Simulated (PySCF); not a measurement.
# C2H5ClO2Si: the cost of one run

Computed with PySCF 2.14.0 and routines of our own; the level stands in each step. Atoms count from 0.

## 1. The starting structure

11 atoms, charge 0, multiplicity 1; geometry from: GFN2-xTB.

## 2. Magnetic properties: GIAO PBE/pcSseg-1

Job settings and geometry (Å):

```
{"job": {"kind": "mag", "xc": "PBE", "basis": "pcSseg-1", "isotopologues": 2}, "charge": 0, "multiplicity": 1}
O     -1.589111     1.207132     0.175701
Si    -1.384341    -0.348919    -0.238831
O      0.057100    -0.457848    -0.988092
C      1.323341    -0.189507    -0.687071
C      1.861956     0.066807     0.498252
Cl     0.961706     0.104067     1.959714
H     -2.364117     1.505712     0.639419
H     -2.233026    -0.726498    -1.357845
H     -1.510180    -1.228656     0.916839
H      1.970370    -0.199520    -1.558693
H      2.911726     0.269901     0.614643
```

With the program's defaults for keys left out, this is: GIAO PBE/pcSseg-1 magnetisability, rotational g tensor and spin-rotation constants, non-relativistic, gas phase.

On the command line:

```
OMP_NUM_THREADS=1 python excited_run.py task.json out
```

This one command runs all jobs of the session in turn.

**Question.** How long does this run take on 1 thread of Intel Xeon Platinum 8488C, shared host?

About 20 s.
